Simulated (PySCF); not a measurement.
**BSiPNH7 (SMILES B[SiH](N)P): levels of theory compared**

We compute a comparison of 5 runs (TPSSh/3-21G, B3LYP/6-31G*, CAM-B3LYP/6-311G**, B2PLYP/cc-pVTZ, CCSD(T)/6-31+G*) of BSiPNH7. Input form: a Python script.

The calculation is run with PySCF 2.14.0.

## 1. The system as given

BSiPNH7: 11 atoms, total charge 0, spin state singlet. SMILES: `B[SiH](N)P`. The coordinates come from a PBE0-D4/def2-TZVP relaxation. This is one conformer, not always the lowest.

Bond lengths: B1–Si2 1.936 Å, Si2–N3 1.706 Å, Si2–P4 2.318 Å, B1–H5 1.194 Å, B1–H6 1.199 Å, Si2–H7 1.480 Å, N3–H8 1.006 Å, N3–H9 1.006 Å, P4–H10 1.419 Å, P4–H11 1.459 Å. Some angles: B1–Si2–N3 121.8°, B1–Si2–P4 70.6°, N3–Si2–P4 117.3°, B1–Si2–H7 124.3°, N3–Si2–H7 109.4°, P4–Si2–H7 105.1°, Si2–B1–H5 121.3°, Si2–B1–H6 118.1°, Si2–N3–H8 122.2°, Si2–N3–H9 120.3°.

## 2. Energy and forces at TPSSh/3-21G (run 1)

calc.py reads:

```python
# B[SiH](N)P
from pyscf import gto, dft

mol = gto.M(
    atom='''
B     -0.717700     1.155300    -0.314300
Si     0.636300     0.006700     0.458100
N      0.333700    -0.927900     1.853000
P     -0.044900    -0.869600    -1.577100
H     -0.423900     2.084400    -1.004000
H     -1.860600     0.969700    -0.002300
H      2.093700     0.222400     0.316800
H      0.899300    -1.723500     2.097700
H     -0.598700    -0.999200     2.224700
H      0.865800    -0.088000    -2.333900
H     -1.117400     0.112700    -1.698200
''',
    spin=0,
    basis='3-21g',
    verbose=3,
    max_memory=1860,
)

mf = dft.RKS(mol)
mf.xc = 'tpssh'
mf.conv_tol = 1e-10
mf.grids.level = 5
mf.kernel()
if not mf.converged:
    mf = mf.newton().run(mf.mo_coeff, mf.mo_occ)

e_final = mf.e_tot
print('Final energy', e_final)
grad = mf.nuc_grad_method().kernel()
dip = mf.dip_moment()
pop, q = mf.mulliken_pop()
```

Started as:

```console
$ OMP_NUM_THREADS=1 python calc.py
```

Log:

```text
converged SCF energy = -710.942295630537
Final energy -710.942295630537
--------------- RKS gradients ---------------
         x                y                z
0 B     0.0072848586    -0.0151204276    -0.0019586008
1 Si    -0.0107867517    -0.0165021213    -0.0049214743
2 N     0.0019994809     0.0092117023    -0.0096052563
3 P     0.0013803167     0.0212185818     0.0193164904
4 H    -0.0010607281     0.0013642141    -0.0004365957
5 H    -0.0015884679     0.0011412063    -0.0004676809
6 H    -0.0025603334    -0.0012589238     0.0008666731
7 H    -0.0084623463     0.0084210314    -0.0044901892
8 H     0.0107206046    -0.0024314912    -0.0074528500
9 H    -0.0038743091    -0.0035101632     0.0053655533
10 H     0.0069454522    -0.0025371325     0.0037856091
----------------------------------------------
Dipole moment(X, Y, Z, Debye):  0.64073, -1.14415,  1.39072
 ** Mulliken pop  **
pop of  0 B 1s            1.98911
pop of  0 B 2s            0.36078
pop of  0 B 3s            1.10526
pop of  0 B 2px           0.54814
pop of  0 B 2py           0.37178
pop of  0 B 2pz           0.34860
pop of  0 B 3px           0.37233
pop of  0 B 3py           0.30114
pop of  0 B 3pz           0.32185
pop of  1 Si 1s           1.99848
pop of  1 Si 2s           1.97012
pop of  1 Si 3s           0.71792
pop of  1 Si 4s           0.38185
pop of  1 Si 2px          1.95238
pop of  1 Si 2py          1.95105
pop of  1 Si 2pz          1.94750
pop of  1 Si 3px          0.61025
pop of  1 Si 3py          0.53560
pop of  1 Si 3pz          0.46609
pop of  1 Si 4px          0.16113
pop of  1 Si 4py          0.19266
pop of  1 Si 4pz          0.10823
pop of  2 N 1s            1.98559
pop of  2 N 2s            0.36956
pop of  2 N 3s            1.30496
pop of  2 N 2px           0.58928
pop of  2 N 2py           0.64131
pop of  2 N 2pz           0.64898
pop of  2 N 3px           0.68610
pop of  2 N 3py           0.82770
pop of  2 N 3pz           0.84779
pop of  3 P 1s            1.99854
pop of  3 P 2s            1.97075
pop of  3 P 3s            0.80510
pop of  3 P 4s            1.19221
pop of  3 P 2px           1.95088
pop of  3 P 2py           1.95224
pop of  3 P 2pz           1.95253
pop of  3 P 3px           0.60821
pop of  3 P 3py           0.64694
pop of  3 P 3pz           0.66218
pop of  3 P 4px           0.34713
pop of  3 P 4py           0.63725
pop of  3 P 4pz           0.49907
pop of  4 H 1s            0.45669
pop of  4 H 2s            0.43994
pop of  5 H 1s            0.45512
pop of  5 H 2s            0.44675
pop of  6 H 1s            0.43796
pop of  6 H 2s            0.66512
pop of  7 H 1s            0.45408
pop of  7 H 2s            0.22585
pop of  8 H 1s            0.45162
pop of  8 H 2s            0.22864
pop of  9 H 1s            0.44397
pop of  9 H 2s            0.52240
pop of  10 H 1s           0.43364
pop of  10 H 2s           0.50167
 ** Mulliken atomic charges  **
charge of    0B =     -0.71899
charge of    1Si =      1.00674
charge of    2N =     -0.90126
charge of    3P =     -0.22303
charge of    4H =      0.10337
charge of    5H =      0.09813
charge of    6H =     -0.10308
charge of    7H =      0.32006
charge of    8H =      0.31975
charge of    9H =      0.03363
charge of   10H =      0.06469
```

Run time: 32 s. Hardware: 1 thread of Intel Xeon at 2.70GHz, shared host; peak memory 0.6 GiB.

## 3. Energy and forces at B3LYP/6-31G(d) (spherical functions) (run 2)

input.py reads:

```python
from pyscf import gto, dft

system = gto.M(
    atom='''
B       -0.717700       1.155300      -0.314300
Si       0.636300       0.006700       0.458100
N        0.333700      -0.927900       1.853000
P       -0.044900      -0.869600      -1.577100
H       -0.423900       2.084400      -1.004000
H       -1.860600       0.969700      -0.002300
H        2.093700       0.222400       0.316800
H        0.899300      -1.723500       2.097700
H       -0.598700      -0.999200       2.224700
H        0.865800      -0.088000      -2.333900
H       -1.117400       0.112700      -1.698200
''',
    max_memory=1860,
    verbose=3,
    basis='6-31g*',
    spin=0,
)

myscf = dft.RKS(system, xc='b3lyp')
myscf.conv_tol = 1e-10
myscf.grids.level = 5
myscf.kernel()
if not myscf.converged:
    myscf = myscf.newton().run(myscf.mo_coeff, myscf.mo_occ)

energy = myscf.e_tot
print('E = %.10f Eh' % energy)
grad = myscf.nuc_grad_method().kernel()
myscf.analyze()
```

Started as:

```console
$ OMP_NUM_THREADS=1 python input.py
```

Log:

```text
converged SCF energy = -714.639644624979
[... 10 lines left out ...]
MO #1   energy= -77.056967388609   occ= 2
[... 6 lines left out ...]
MO #8   energy= -4.70612041893313  occ= 2
[... 6 lines left out ...]
MO #15  energy= -0.529938461167968 occ= 2
[... 6 lines left out ...]
MO #22  energy= -0.301987291053412 occ= 2
[... 6 lines left out ...]
MO #29  energy= 0.0775680010656004 occ= 0
[... 6 lines left out ...]
MO #36  energy= 0.23544390645715   occ= 0
[... 6 lines left out ...]
MO #43  energy= 0.426102031379197  occ= 0
[... 6 lines left out ...]
MO #50  energy= 0.691820472651197  occ= 0
[... 6 lines left out ...]
MO #57  energy= 0.857494730803761  occ= 0
[... 6 lines left out ...]
MO #64  energy= 1.08138536789545   occ= 0
[... 6 lines left out ...]
MO #71  energy= 1.66225134376474   occ= 0
[... 6 lines left out ...]
MO #78  energy= 2.42772123567251   occ= 0
[... 12 lines left out ...]
Dipole moment(X, Y, Z, Debye):  0.51332, -1.26044,  1.11888
```

Wall time 44 s (1 thread of Intel Xeon at 2.70GHz, shared host); peak memory 0.77 GiB.

Runs 3 to 4 aren't shown in full; the table further down has their settings and results.

## 4. A single-point energy at CCSD(T)/6-31+G(d) (spherical functions) (run 5)

input.xyz reads:

```xyz
11

B     -0.717700     1.155300    -0.314300
Si     0.636300     0.006700     0.458100
N      0.333700    -0.927900     1.853000
P     -0.044900    -0.869600    -1.577100
H     -0.423900     2.084400    -1.004000
H     -1.860600     0.969700    -0.002300
H      2.093700     0.222400     0.316800
H      0.899300    -1.723500     2.097700
H     -0.598700    -0.999200     2.224700
H      0.865800    -0.088000    -2.333900
H     -1.117400     0.112700    -1.698200
```

job.py reads:

```python
# B[SiH](N)P
from pyscf import gto, cc

molecule = gto.M(
    atom='input.xyz',
    max_memory=1860,
    verbose=3,
    charge=0,
    basis='6-31+g*',
)

mf = molecule.RHF()
mf.conv_tol = 1e-10
mf.kernel()
if not mf.converged:
    mf = mf.newton().run(mf.mo_coeff, mf.mo_occ)

mycc = cc.CCSD(mf, frozen=12)
mycc.kernel()
e_t = mycc.ccsd_t()
energy = mycc.e_tot + e_t
print('Final energy', energy)
dip = mf.dip_moment()
pop, q = mf.mulliken_pop()
```

Started as:

```console
$ OMP_NUM_THREADS=1 python job.py
```

Log:

```text
converged SCF energy = -712.813974514235
E(CCSD) = -713.3091084220116  E_corr = -0.4951339077770165
CCSD(T) correction = -0.0156387763412792
Final energy -713.3247471983528
Dipole moment(X, Y, Z, Debye):  0.56973, -0.87617,  1.27168
 ** Mulliken pop  **
pop of  0 B 1s            1.99786
pop of  0 B 2s            0.53793
pop of  0 B 3s            0.59009
pop of  0 B 4s           -0.01753
pop of  0 B 2px           0.62150
pop of  0 B 2py           0.40139
pop of  0 B 2pz           0.37086
pop of  0 B 3px           0.28770
pop of  0 B 3py           0.21138
pop of  0 B 3pz           0.22102
pop of  0 B 4px           0.01642
pop of  0 B 4py           0.01879
pop of  0 B 4pz           0.00258
pop of  0 B 3dxy          0.00751
pop of  0 B 3dyz          0.01472
pop of  0 B 3dz^2         0.00359
pop of  0 B 3dxz          0.00609
pop of  0 B 3dx2-y2       0.01240
pop of  1 Si 1s           1.99967
pop of  1 Si 2s           1.99873
pop of  1 Si 3s           0.88861
pop of  1 Si 4s           0.13543
pop of  1 Si 5s           0.16140
pop of  1 Si 2px          1.99196
pop of  1 Si 2py          1.99144
pop of  1 Si 2pz          1.99070
pop of  1 Si 3px          0.67950
pop of  1 Si 3py          0.58321
pop of  1 Si 3pz          0.51176
pop of  1 Si 4px          0.03443
pop of  1 Si 4py          0.04178
pop of  1 Si 4pz         -0.03683
pop of  1 Si 5px          0.03379
pop of  1 Si 5py          0.01684
pop of  1 Si 5pz          0.01112
pop of  1 Si 3dxy         0.02854
pop of  1 Si 3dyz         0.05587
pop of  1 Si 3dz^2        0.07941
pop of  1 Si 3dxz         0.02600
pop of  1 Si 3dx2-y2      0.04135
pop of  2 N 1s            1.99766
pop of  2 N 2s            0.74107
pop of  2 N 3s            0.92097
pop of  2 N 4s           -0.00571
pop of  2 N 2px           0.78250
pop of  2 N 2py           0.84956
pop of  2 N 2pz           0.87158
pop of  2 N 3px           0.57881
pop of  2 N 3py           0.65343
pop of  2 N 3pz           0.65271
pop of  2 N 4px           0.02836
pop of  2 N 4py           0.04129
pop of  2 N 4pz           0.07543
pop of  2 N 3dxy          0.00571
pop of  2 N 3dyz          0.00209
pop of  2 N 3dz^2         0.00456
pop of  2 N 3dxz          0.00307
pop of  2 N 3dx2-y2       0.00677
pop of  3 P 1s            1.99969
pop of  3 P 2s            1.99915
pop of  3 P 3s            1.14527
pop of  3 P 4s            0.67131
pop of  3 P 5s           -0.13108
pop of  3 P 2px           1.99192
pop of  3 P 2py           1.99294
pop of  3 P 2pz           1.99263
pop of  3 P 3px           0.70167
pop of  3 P 3py           0.85123
pop of  3 P 3pz           0.81087
pop of  3 P 4px           0.15913
pop of  3 P 4py           0.43996
pop of  3 P 4pz           0.28811
pop of  3 P 5px           0.01085
pop of  3 P 5py           0.00591
pop of  3 P 5pz          -0.00276
pop of  3 P 3dxy          0.04729
pop of  3 P 3dyz          0.01949
pop of  3 P 3dz^2         0.01713
pop of  3 P 3dxz          0.01694
pop of  3 P 3dx2-y2       0.00215
pop of  4 H 1s            0.51096
pop of  4 H 2s            0.45437
pop of  5 H 1s            0.51027
pop of  5 H 2s            0.46978
pop of  6 H 1s            0.50090
pop of  6 H 2s            0.61067
pop of  7 H 1s            0.49005
pop of  7 H 2s            0.08866
pop of  8 H 1s            0.48910
pop of  8 H 2s            0.08477
pop of  9 H 1s            0.49723
pop of  9 H 2s            0.50345
pop of  10 H 1s           0.49842
pop of  10 H 2s           0.48271
 ** Mulliken atomic charges  **
charge of    0B =     -0.30430
charge of    1Si =      0.73528
charge of    2N =     -1.20986
charge of    3P =     -0.02979
charge of    4H =      0.03467
charge of    5H =      0.01994
charge of    6H =     -0.11157
charge of    7H =      0.42130
charge of    8H =      0.42612
charge of    9H =     -0.00068
charge of   10H =      0.01887
```

It took 35 s on 1 thread of Intel Xeon at 2.70GHz, shared host; peak memory 0.5 GiB.

## 5. The series

```csv
run,level,task,frozen core orbitals,energy (Eh),dipole moment (D) of the reference,HOMO energy (eV),LUMO energy (eV),wall time
1,TPSSh/3-21G,gradient,–,-710.942296,1.91,-5.96,-0.86,32 s
2,B3LYP/6-31G* (spherical functions),gradient,–,-714.639645,1.76,-6.22,-0.44,44 s
3,CAM-B3LYP/6-311G**,gradient,–,-714.644768,1.75,-7.80,0.49,2.4 min
4,B2PLYP/cc-pVTZ,energy,12,-714.382717,1.75,-7.39,0.75,6.8 min
5,CCSD(T)/6-31+G* (spherical functions),energy,12,-713.324747,1.65,-8.86,1.53,35 s
```

## 6. Outcome

```
                                           quantity          value
                                run 5: total energy  -713.32475 Eh
        run 5: dipole moment (Hartree–Fock density)         1.65 D
         run 5: HOMO energy (Hartree–Fock orbitals)       -8.86 eV
         run 5: LUMO energy (Hartree–Fock orbitals)        1.53 eV
       run 5: HOMO–LUMO gap (Hartree–Fock orbitals)       10.39 eV
run 5: correlation energy (12 core orbitals frozen)     -510.8 mEh
                              run 5: (T) correction     -15.64 mEh
                               run 5: T1 diagnostic          0.016
```

What this shows: Over runs 1, 2, 3, 4 the dipole moment (its size) runs from 1.75 D (B2PLYP/cc-pVTZ) to 1.91 D (TPSSh/3-21G). The two ends differ in method and basis. A double hybrid's value is that of its SCF part. Over runs 1, 2, 3, 4 the HOMO–LUMO gap runs from 5.10 eV (TPSSh/3-21G) to 8.29 eV (CAM-B3LYP/6-311G**). Totals of different functionals can't be ranked against each other. All runs together took 11 min, the longest 6.8 min.
